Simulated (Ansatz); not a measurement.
# Al2Cu: freezing in a mode

This session takes Al2Cu and sets out to trace the energy along mode 4.

Computed with Ansatz 0.2.0 (DFT r2SCAN, scalar-relativistic, plane waves, PAW, unless a step's input says otherwise).

2 further runs of the same task are left out: 2 set aside as unsound or not needed. Runs told in other sessions of the task aren't counted.

### Step 1. The starting structure

Symmetry: P4/mmm, No. 123, tetragonal system. Conventional cell: a = 4.088 Å, b = 4.088 Å, c = 2.851 Å, α = 90.00°, β = 90.00°, γ = 90.00°. Al (site symmetry mmm) has 4 Cu at 2.49 Å and 6 Al at 2.85 to 2.89 Å in its first shell of neighbours. Around Cu (site symmetry 4/mmm) lie 8 Al at 2.49 Å and 2 Cu at 2.85 Å.

As a file:

```cif
data_structure
_symmetry_space_group_name_H-M 'P4/mmm'
_symmetry_Int_Tables_number 123
_cell_length_a 4.0880
_cell_length_b 4.0880
_cell_length_c 2.8513
_cell_angle_alpha 90.000
_cell_angle_beta 90.000
_cell_angle_gamma 90.000
_cell_volume 47.65
loop_
_atom_site_label
_atom_site_type_symbol
_atom_site_symmetry_multiplicity
_atom_site_Wyckoff_symbol
_atom_site_fract_x
_atom_site_fract_y
_atom_site_fract_z
_atom_site_occupancy
Al1 Al 2 e 0.50000 0.00000 0.50000 1
Cu1 Cu 1 a 0.00000 0.00000 0.00000 1
```

It goes back to an entry of the Materials Project, which need not be the stable form.

It is built from the cell relaxed beforehand with the same method (15.88 Å³/atom).

### Step 2. The reference cell

The cell is repeated 2 times, 6 atoms in all. The reference gives a free energy of -15424.3708 eV, pressure 0.04 GPa, largest force 0.000 eV/Å and gap on the mesh none (metal). It was computed beforehand with the settings of the runs below.

### Step 3. Next: freezing in a mode

Mode 4 of the phonon run on this cell, counted from the lowest, is frozen in: each atom moves by x times its row below, so x is the largest displacement.

```
atom     ux      uy     uz
 Al1  0.000   1.000  0.000
 Al2  0.000  -1.000  0.000
 Al3  0.000   0.000  0.000
 Al4  0.000   0.000  0.000
 Cu5  0.000   0.000  0.000
 Cu6  0.000   0.000  0.000
```

### Step 4. x = -0.200 Å

File input.yaml:

```yaml
crystal:
  lattice:
    - [4.0880282815, 0.0, 0.0]
    - [0.0, 4.0880282815, 2.8513253939]
    - [0.0, -4.0880282815, 2.8513253939]
  atoms:
    - { symbol: Al, position: [0.5, 0.7255383297, 0.7744616703] }
    - { symbol: Al, position: [0.5, 0.2744616703, 0.2255383297] }
    - { symbol: Al, position: [0.0, 0.5, 0.0] }
    - { symbol: Al, position: [0.0, 0.0, 0.5] }
    - { symbol: Cu, position: [0.0, 0.5, 0.5] }
    - { symbol: Cu, position: [0.0, 0.0, 0.0] }
basis:
  ecutwfc: 500
kpoints:
  mp_grid: { grid: [12, 10, 10] }
hamiltonian:
  xc: r2scan
scf:
  occupations: { method: gaussian, width: 0.15 }
output:
  forces: true
  stress: true
  eigenvalues: true
```

On the command line:

```bash
$ ansatz run input.yaml --threads 2 --pin off --max-ram 5120MiB --backend cpu --events-out ev --progress --plain --runs-dir out
```

### Step 5. At x = 0.150 Å

input.yaml, as its differences from that of step 4:

```diff
@@ -6,4 +6,4 @@
   atoms:
-    - { symbol: Al, position: [0.5, 0.7255383297, 0.7744616703] }
-    - { symbol: Al, position: [0.5, 0.2744616703, 0.2255383297] }
+    - { symbol: Al, position: [0.5, 0.7683462527, 0.7316537473] }
+    - { symbol: Al, position: [0.5, 0.2316537473, 0.2683462527] }
     - { symbol: Al, position: [0.0, 0.5, 0.0] }
```

### Step 6. x = -0.100 Å

input.yaml, as its differences from that of step 5:

```diff
@@ -6,4 +6,4 @@
   atoms:
-    - { symbol: Al, position: [0.5, 0.7683462527, 0.7316537473] }
-    - { symbol: Al, position: [0.5, 0.2316537473, 0.2683462527] }
+    - { symbol: Al, position: [0.5, 0.7377691648, 0.7622308352] }
+    - { symbol: Al, position: [0.5, 0.2622308352, 0.2377691648] }
     - { symbol: Al, position: [0.0, 0.5, 0.0] }
```

### Step 7. At x = 0.050 Å

input.yaml, as its differences from that of step 6:

```diff
@@ -6,4 +6,4 @@
   atoms:
-    - { symbol: Al, position: [0.5, 0.7377691648, 0.7622308352] }
-    - { symbol: Al, position: [0.5, 0.2622308352, 0.2377691648] }
+    - { symbol: Al, position: [0.5, 0.7561154176, 0.7438845824] }
+    - { symbol: Al, position: [0.5, 0.2438845824, 0.2561154176] }
     - { symbol: Al, position: [0.0, 0.5, 0.0] }
```

### Step 8. At x = 0.175 Å

input.yaml, as its differences from that of step 7:

```diff
@@ -6,4 +6,4 @@
   atoms:
-    - { symbol: Al, position: [0.5, 0.7561154176, 0.7438845824] }
-    - { symbol: Al, position: [0.5, 0.2438845824, 0.2561154176] }
+    - { symbol: Al, position: [0.5, 0.7714039615, 0.7285960385] }
+    - { symbol: Al, position: [0.5, 0.2285960385, 0.2714039615] }
     - { symbol: Al, position: [0.0, 0.5, 0.0] }
```

### Step 9. At x = 0.125 Å

input.yaml, as its differences from that of step 8:

```diff
@@ -6,4 +6,4 @@
   atoms:
-    - { symbol: Al, position: [0.5, 0.7714039615, 0.7285960385] }
-    - { symbol: Al, position: [0.5, 0.2285960385, 0.2714039615] }
+    - { symbol: Al, position: [0.5, 0.7652885439, 0.7347114561] }
+    - { symbol: Al, position: [0.5, 0.2347114561, 0.2652885439] }
     - { symbol: Al, position: [0.0, 0.5, 0.0] }
@@ -24 +24,5 @@
   eigenvalues: true
+  write_density: true
+  write_potential: true
+  elf: true
+  volumetric_format: npy
```

### Step 10. x = 0.075 Å

input.yaml, as its differences from that of step 9:

```diff
@@ -6,4 +6,4 @@
   atoms:
-    - { symbol: Al, position: [0.5, 0.7652885439, 0.7347114561] }
-    - { symbol: Al, position: [0.5, 0.2347114561, 0.2652885439] }
+    - { symbol: Al, position: [0.5, 0.7591731264, 0.7408268736] }
+    - { symbol: Al, position: [0.5, 0.2408268736, 0.2591731264] }
     - { symbol: Al, position: [0.0, 0.5, 0.0] }
@@ -24,5 +24 @@
   eigenvalues: true
-  write_density: true
-  write_potential: true
-  elf: true
-  volumetric_format: npy
```

### Step 11. At x = 0.025 Å

input.yaml, as its differences from that of step 10:

```diff
@@ -6,4 +6,4 @@
   atoms:
-    - { symbol: Al, position: [0.5, 0.7591731264, 0.7408268736] }
-    - { symbol: Al, position: [0.5, 0.2408268736, 0.2591731264] }
+    - { symbol: Al, position: [0.5, 0.7530577088, 0.7469422912] }
+    - { symbol: Al, position: [0.5, 0.2469422912, 0.2530577088] }
     - { symbol: Al, position: [0.0, 0.5, 0.0] }
@@ -24 +24,5 @@
   eigenvalues: true
+  write_density: true
+  write_potential: true
+  elf: true
+  volumetric_format: npy
```

(Steps that only read results are left out.)

Q: Predict the outcome of this session. Wanted: harmonic wavenumber of the mode.

**Answer**, as computed:

```
                                          quantity    value
                   harmonic wavenumber of the mode  60 cm⁻¹
the same from the force at an amplitude of 0.025 Å  60 cm⁻¹
```

In words: The force at the smallest amplitude gives 60 cm⁻¹ against 60 cm⁻¹ from the phonon run, so the curve is close to a parabola there. No sampled point lies below the undisturbed cell.
